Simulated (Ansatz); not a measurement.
# BH₈NO₃Si: up Jacob's ladder to CCSD(T)

Aim: compute BH₈NO₃Si with functionals from several rungs and with coupled cluster, and see how far each lands from CCSD(T) at the basis-set limit for the atomisation energy.

Computed with Ansatz 0.2.0, Gaussian basis. Level: functionals in def2-TZVPP, the program's frozen cores in correlated methods.

Levels to be run: LDA (SPW92), PBE-D4, revPBE-D4, BLYP-D4, r2SCAN-D4, B97M-V, PBE0-D4, B3LYP-D4, r2SCANh-D4, r2SCAN0-D4, HSE06-D4, BHLYP-D4, CAM-B3LYP-D4, LC-ωPBE, ωB97X-V, ωB97M-V, B2PLYP, PBE-QIDH; CCSD(T)/def2-SVP; CCSD(T)/def2-TZVPP; MP2/def2-QZVPP; extrapolation to the limit; RPA on PBE.

### Step 1. The geometry

All runs share one geometry, relaxed beforehand with PBE0-D4 in a triple-zeta def2 set.

14 atoms, charge 0, spin multiplicity 1.

Atoms are counted from 1 here; the program's logs count them from 0.

Bond lengths: O1–B2 1.420 Å, O1–H7 0.958 Å, B2–O3 1.444 Å, B2–O4 1.437 Å, B2–N5 1.714 Å, O3–H8 0.958 Å, O4–H9 0.959 Å, N5–Si6 1.804 Å, N5–H10 1.015 Å, N5–H11 1.017 Å, Si6–H12 1.476 Å, Si6–H13 1.494 Å, Si6–H14 1.471 Å. Angles: B2–O1–H7 110.9°, O1–B2–O3 110.2°, O1–B2–O4 118.2°, O1–B2–N5 106.9°, O3–B2–O4 116.4°, O3–B2–N5 101.7°, O4–B2–N5 101.1°, B2–O3–H8 110.0°, B2–O4–H9 111.0°, B2–N5–Si6 106.6°, B2–N5–H10 110.0°, B2–N5–H11 107.8°, Si6–N5–H10 112.6°, Si6–N5–H11 112.5°, H10–N5–H11 107.3°, N5–Si6–H12 109.7°, N5–Si6–H13 104.3°, N5–Si6–H14 110.2° and more.

Geometry (Å):

```xyz
14

O    -1.68144    0.28148   -1.05540
B    -0.94124    0.23563    0.15528
O    -0.81609   -1.12901    0.61193
O    -1.22351    1.22263    1.16127
N     0.68171    0.62077   -0.23951
Si    1.55981   -0.94752   -0.39203
H    -1.99377    1.16969   -1.23108
H    -0.78646   -1.15338    1.56929
H    -2.14801    1.20072    1.41350
H     0.71022    1.16884   -1.09329
H     1.05247    1.20427    0.50587
H     1.83898   -1.49339    0.95048
H     2.87589   -0.57623   -0.99333
H     0.85843   -1.83369   -1.33408
```

### Step 2. LDA

This LDA is Slater exchange with PW92 correlation.

in.yaml reads:

```yaml
crystal:
  periodic: [false, false, false]
  atoms:
    - {symbol: O, position_ang: [-1.681442, 0.281479, -1.055402]}
    - {symbol: B, position_ang: [-0.941239, 0.235628, 0.155284]}
    - {symbol: O, position_ang: [-0.816094, -1.129013, 0.611933]}
    - {symbol: O, position_ang: [-1.223507, 1.222627, 1.161273]}
    - {symbol: N, position_ang: [0.681714, 0.620772, -0.239512]}
    - {symbol: Si, position_ang: [1.559814, -0.947516, -0.392034]}
    - {symbol: H, position_ang: [-1.993767, 1.169689, -1.231080]}
    - {symbol: H, position_ang: [-0.786462, -1.153382, 1.569286]}
    - {symbol: H, position_ang: [-2.148009, 1.200718, 1.413503]}
    - {symbol: H, position_ang: [0.710216, 1.168844, -1.093290]}
    - {symbol: H, position_ang: [1.052467, 1.204270, 0.505868]}
    - {symbol: H, position_ang: [1.838981, -1.493392, 0.950480]}
    - {symbol: H, position_ang: [2.875894, -0.576233, -0.993326]}
    - {symbol: H, position_ang: [0.858434, -1.833693, -1.334083]}
basis:
  gaussian: {orbitals: def2-TZVPP}
hamiltonian: {xc: lda}
output: {orbitals: {seedname: orbitals}}
```

Launch:

```sh
ansatz run in.yaml --threads 4 --pin off --events-out ev --progress --plain --max-ram 11315MiB
```

Further steps of the session: PBE-D4 (GGA); revPBE-D4 (GGA); BLYP-D4 (GGA); r2SCAN-D4 (meta-GGA); B97M-V (meta-GGA); B3LYP-D4 (hybrid); r2SCANh-D4 (hybrid); r2SCAN0-D4 (hybrid); HSE06-D4 (hybrid); BHLYP-D4 (hybrid); CAM-B3LYP-D4 (range-separated); LC-ωPBE (range-separated); ωB97X-V (range-separated); ωB97M-V (range-separated); B2PLYP (double hybrid); PBE-QIDH (double hybrid); CCSD(T) in def2-SVP; CCSD(T) in def2-TZVPP; MP2 in def2-QZVPP; RPA on PBE orbitals.

Q: Predict the results of all the runs planned. Wanted: atomisation energy, CCSD(T)/CBS; farthest beyond LDA; mean size of error, GGA; mean size of error, meta-GGA; mean size of error, hybrid; mean size of error, range-separated; mean size of error, double hybrid; gap, smallest and largest; T1 diagnostic.

**Answer**, as computed:

| quantity | value |
| --- | --- |
| atomisation energy, CCSD(T)/CBS | 1248.4 kcal/mol |
| functionals within 6.2 kcal/mol (0.5 %) | BLYP-D4, r2SCAN-D4, B97M-V, B3LYP-D4, CAM-B3LYP-D4, ωB97X-V, ωB97M-V |
| farthest beyond LDA | BHLYP-D4 (-46.5 kcal/mol) |
| mean size of error, GGA | 12.5 kcal/mol |
| mean size of error, meta-GGA | 5.2 kcal/mol |
| mean size of error, hybrid | 20.3 kcal/mol |
| mean size of error, range-separated | 5.4 kcal/mol |
| mean size of error, double hybrid | 19.3 kcal/mol |
| gap, smallest and largest | 5.21 eV (BLYP-D4), 12.72 eV (LC-ωPBE) |
| T1 diagnostic | 0.0113 |
| triples share of the correlation energy | 3.4 % |

LDA overbinds by 183.2 kcal/mol (15 %). PBE-D4 is off by +12.0 kcal/mol. Double hybrids carry the basis error of their MP2 part in triple zeta, and no dispersion term here, so their miss is partly the set-up's. The rungs meta-GGA, range-separated miss on average by less than the doubt on the reference (6.2 kcal/mol), so they tie. The reference freezes the cores and leaves out relativity and excitations past (T), so misses under about 6.2 kcal/mol can't be ranked. Hartree-Fock recovers 71 % of the binding; the rest is correlation. CCSD(T) in def2-SVP is off by -80.3 kcal/mol, so the small basis spoils what the method gains. Orbital gaps span 5.2 to 12.7 eV; exact exchange widens them.
